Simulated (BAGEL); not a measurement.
**doublet CHClFNSi+ at 4 levels**

Wanted: a comparison of 4 runs (UHF/STO-3G, UHF/3-21G, ROHF/6-31G*, UHF/6-31G*) of doublet CHClFNSi+. 

The results are computed with BAGEL 1.2.2.

## (1) Starting point

CHClFNSi+: 6 atoms, total charge +1, spin state doublet. SMILES of the parent species: `FC1=N[SiH]1Cl`. The shape is that of a PBE0-D4/def2-TZVP optimisation. That shape belongs to the parent species and isn't relaxed for this state.

Bond lengths: F1–C2 1.310 Å, C2–N3 1.270 Å, C2–Si4 1.756 Å, N3–Si4 1.774 Å, Si4–Cl5 2.023 Å, Si4–H6 1.469 Å. Angles: F1–C2–N3 128.1°, F1–C2–Si4 162.2°, N3–C2–Si4 69.7°, C2–N3–Si4 68.1°, C2–Si4–N3 42.2°, C2–Si4–Cl5 123.2°, N3–Si4–Cl5 119.8°, C2–Si4–H6 125.2°, N3–Si4–H6 120.9°, Cl5–Si4–H6 109.4°.

## (2) The energy at UHF/STO-3G (density fitting with qzvpp-jkfit) (run 1)

Contents of job.json:

```json
{ "bagel" : [

{
  "title" : "molecule",
  "basis" : "sto-3g",
  "df_basis" : "qzvpp-jkfit",
  "angstrom" : true,
  "geometry" : [
    { "atom" : "F", "xyz" : [    0.158300,   -2.281300,   -0.638700 ] },
    { "atom" : "C", "xyz" : [    0.216600,   -1.043700,   -0.212100 ] },
    { "atom" : "N", "xyz" : [    1.240300,   -0.391700,    0.161000 ] },
    { "atom" : "Si", "xyz" : [   -0.233900,    0.593200,    0.234800 ] },
    { "atom" : "Cl", "xyz" : [   -0.525700,    2.070200,   -1.116500 ] },
    { "atom" : "H", "xyz" : [   -0.813600,    0.989400,    1.525400 ] }
  ]
},
{ "title" : "uhf", "charge" : 1, "nopen" : 1 },
{ "title" : "print", "file" : "orbitals.molden", "orbitals" : true }

]}
```

Launch:

```
BAGEL_NUM_THREADS=1 BAGEL job.json > job.out
```

What it wrote:

```text
* using 1 threads per process

  ===============================================================
  ===============================================================

  *** Geometry ***

  { "atom" : "F", "xyz" : [      0.299144,     -4.311032,     -1.206968 ] },
  { "atom" : "C", "xyz" : [      0.409315,     -1.972307,     -0.400811 ] },
  { "atom" : "N", "xyz" : [      2.343827,     -0.740206,      0.304246 ] },
  { "atom" : "Si", "xyz" : [     -0.442007,      1.120986,      0.443708 ] },
  { "atom" : "Cl", "xyz" : [     -0.993429,      3.912111,     -2.109879 ] },
  { "atom" : "H", "xyz" : [     -1.537481,      1.869695,      2.882588 ] },

  Number of auxiliary basis functions:      503

  Since a DF basis is specified, we compute 2- and 3-index integrals:
    o Being stored without compression. Storage requirement is 0.005 GB

  Number of basis functions:       34
  Number of electrons      :       54

    * METHOD: MOLECULE                             0.29

  *** Open-shell HF ***

  === Nuclear Repulsion ===
   257.9161446574

      * DIIS with orbital gradients will be used.

  === UHF iteration (sto-3g) ===
      0       -929.42963994          0.04800888           0.07
      1       -929.59487230          0.03087452           0.07
      2       -929.63215130          0.02150425           0.07
      3       -929.66738375          0.00313990           0.08
      4       -929.67017640          0.00198441           0.07
      5       -929.67331594          0.00080308           0.07
      6       -929.67439368          0.00031787           0.07
      7       -929.67498533          0.00010778           0.07
      8       -929.67534596          0.00009961           0.07
      9       -929.67547384          0.00009941           0.07
[... 16 lines of this table left out ...]
     26       -929.67698984          0.00000004           0.06
     27       -929.67698984          0.00000002           0.06
     28       -929.67698984          0.00000001           0.06
     29       -929.67698984          0.00000001           0.07
    * SCF iteration converged.

    * S^2 (UHF) is 0.9168

    * Permanent dipole moment:
           (    0.025850,     0.799876,    -1.305308) a.u.

    * METHOD: UHF                                  2.23

    * METHOD: PRINT                                0.00

  ===============================================================
```

It took 2.8 s on 1 thread of Intel Xeon Platinum 8259CL at 2.50GHz (Skylake/Cascade Lake), shared host; peak memory 0.079 GiB.

## (3) A single-point energy at UHF/3-21G (density fitting with qzvpp-jkfit) (run 2)

Contents of calc.json:

```json
{ "bagel": [

{
  "title": "molecule",
  "basis": "3-21g",
  "df_basis": "qzvpp-jkfit",
  "angstrom": "true",
  "geometry": [
    { "atom": "F", "xyz": [    0.158300,   -2.281300,   -0.638700 ] },
    { "atom": "C", "xyz": [    0.216600,   -1.043700,   -0.212100 ] },
    { "atom": "N", "xyz": [    1.240300,   -0.391700,    0.161000 ] },
    { "atom": "Si", "xyz": [   -0.233900,    0.593200,    0.234800 ] },
    { "atom": "Cl", "xyz": [   -0.525700,    2.070200,   -1.116500 ] },
    { "atom": "H", "xyz": [   -0.813600,    0.989400,    1.525400 ] }
  ]
},
{ "title": "uhf", "charge": 1, "nopen": 1 },
{ "title": "print", "file": "orbitals.molden", "orbitals": "true" }

]}
```

Launch:

```
BAGEL_NUM_THREADS=1 BAGEL calc.json > calc.out
```

What it wrote:

```text
* using 1 threads per process

  ===============================================================
  ===============================================================

  *** Geometry ***

  { "atom" : "F", "xyz" : [      0.299144,     -4.311032,     -1.206968 ] },
  { "atom" : "C", "xyz" : [      0.409315,     -1.972307,     -0.400811 ] },
  { "atom" : "N", "xyz" : [      2.343827,     -0.740206,      0.304246 ] },
  { "atom" : "Si", "xyz" : [     -0.442007,      1.120986,      0.443708 ] },
  { "atom" : "Cl", "xyz" : [     -0.993429,      3.912111,     -2.109879 ] },
  { "atom" : "H", "xyz" : [     -1.537481,      1.869695,      2.882588 ] },

  Number of auxiliary basis functions:      503

  Since a DF basis is specified, we compute 2- and 3-index integrals:
    o Being stored without compression. Storage requirement is 0.012 GB

  Number of basis functions:       55
  Number of electrons      :       54

    * METHOD: MOLECULE                             0.31

  *** Open-shell HF ***

  === Nuclear Repulsion ===
   257.9161446574

      * DIIS with orbital gradients will be used.

  === UHF iteration (3-21g) ===
      0       -935.33911439          0.05024888           0.12
      1       -935.46995476          0.04111548           0.12
      2       -935.51214704          0.03240843           0.12
      3       -935.56925999          0.00367768           0.12
      4       -935.57204319          0.00222258           0.12
      5       -935.57512889          0.00128400           0.12
      6       -935.57650486          0.00058024           0.12
      7       -935.57699727          0.00027796           0.13
      8       -935.57733642          0.00009737           0.12
      9       -935.57749214          0.00007195           0.12
[... 16 lines of this table left out ...]
     26       -935.57810898          0.00000003           0.12
     27       -935.57810898          0.00000002           0.12
     28       -935.57810898          0.00000001           0.11
     29       -935.57810898          0.00000001           0.11
    * SCF iteration converged.

    * S^2 (UHF) is 0.8368

    * Permanent dipole moment:
           (    0.141529,     0.521436,    -1.273862) a.u.

    * METHOD: UHF                                  3.91

    * METHOD: PRINT                                0.01

  ===============================================================
```

It took 4.5 s on 1 thread of Intel Xeon Platinum 8259CL at 2.50GHz (Skylake/Cascade Lake), shared host; peak memory 0.091 GiB.

Run 3 isn't shown in full; the table further down has it.

## (4) A single-point energy at UHF/6-31G(d) (density fitting with qzvpp-jkfit, spherical functions) (run 4)

Contents of hf.json:

```json
{ "bagel": [

{
  "title": "molecule",
  "basis": "6-31gs.json",
  "df_basis": "qzvpp-jkfit",
  "angstrom": true,
  "geometry": [
    { "atom": "F", "xyz": [       0.158300,      -2.281300,      -0.638700 ] },
    { "atom": "C", "xyz": [       0.216600,      -1.043700,      -0.212100 ] },
    { "atom": "N", "xyz": [       1.240300,      -0.391700,       0.161000 ] },
    { "atom": "Si", "xyz": [      -0.233900,       0.593200,       0.234800 ] },
    { "atom": "Cl", "xyz": [      -0.525700,       2.070200,      -1.116500 ] },
    { "atom": "H", "xyz": [      -0.813600,       0.989400,       1.525400 ] }
  ]
},

{ "title": "uhf", "charge": 1, "nopen": 1 },

{ "title": "print", "file": "orbitals.molden", "orbitals": true }

]}
```

The basis set 6-31G* is read from a file made from the Basis Set Exchange's data (not shown).

Launch:

```
BAGEL_NUM_THREADS=1 BAGEL hf.json > hf.out
```

What it wrote:

```text
* using 1 threads per process

  ===============================================================
  ===============================================================

  *** Geometry ***

  { "atom" : "F", "xyz" : [      0.299144,     -4.311032,     -1.206968 ] },
  { "atom" : "C", "xyz" : [      0.409315,     -1.972307,     -0.400811 ] },
  { "atom" : "N", "xyz" : [      2.343827,     -0.740206,      0.304246 ] },
  { "atom" : "Si", "xyz" : [     -0.442007,      1.120986,      0.443708 ] },
  { "atom" : "Cl", "xyz" : [     -0.993429,      3.912111,     -2.109879 ] },
  { "atom" : "H", "xyz" : [     -1.537481,      1.869695,      2.882588 ] },

  Number of auxiliary basis functions:      503

  Since a DF basis is specified, we compute 2- and 3-index integrals:
    o Being stored without compression. Storage requirement is 0.026 GB

  Number of basis functions:       80
  Number of electrons      :       54

    * METHOD: MOLECULE                             0.42

  *** Open-shell HF ***

  === Nuclear Repulsion ===
   257.9161446574

      * DIIS with orbital gradients will be used.

  === UHF iteration (6-31gs.json) ===
      0       -940.10653498          0.04443260           0.19
      1       -940.23676558          0.03642426           0.20
      2       -940.28804221          0.02946553           0.19
      3       -940.37469222          0.00259117           0.18
      4       -940.37738558          0.00158168           0.18
      5       -940.37958394          0.00115019           0.18
      6       -940.38109896          0.00075140           0.19
      7       -940.38212525          0.00037514           0.20
      8       -940.38245953          0.00013966           0.18
      9       -940.38256983          0.00006882           0.18
[... 21 lines of this table left out ...]
     31       -940.38284991          0.00000001           0.21
     32       -940.38284991          0.00000001           0.18
     33       -940.38284991          0.00000001           0.19
     34       -940.38284991          0.00000001           0.18
    * SCF iteration converged.

    * S^2 (UHF) is 0.7979

    * Permanent dipole moment:
           (    0.128425,     0.432496,    -1.030314) a.u.

    * METHOD: UHF                                  6.75

    * METHOD: PRINT                                0.01

  ===============================================================
```

Wall time 7.5 s (1 thread of Intel Xeon Platinum 8259CL at 2.50GHz (Skylake/Cascade Lake), shared host); peak memory 0.12 GiB.

## (5) All runs side by side

```
run                                                                level  energy (Eh)   ⟨S²⟩  wall time
  1                        UHF/STO-3G (density fitting with qzvpp-jkfit)  -929.676990  0.917      2.8 s
  2                         UHF/3-21G (density fitting with qzvpp-jkfit)  -935.578109  0.837      4.5 s
  3  ROHF/6-31G* (density fitting with qzvpp-jkfit, spherical functions)  -940.375338  0.750      7.8 s
  4   UHF/6-31G* (density fitting with qzvpp-jkfit, spherical functions)  -940.382850  0.798      7.5 s
```

## (6) Results

```
           quantity          value
run 4: total energy  -940.38285 Eh
        run 4: ⟨S²⟩          0.798
```

In run 1 the basis is minimal, so the values are rough. Spin contamination of the reference: run 1 ⟨S²⟩ = 0.92. All runs together took 23 s, the longest 7.8 s.
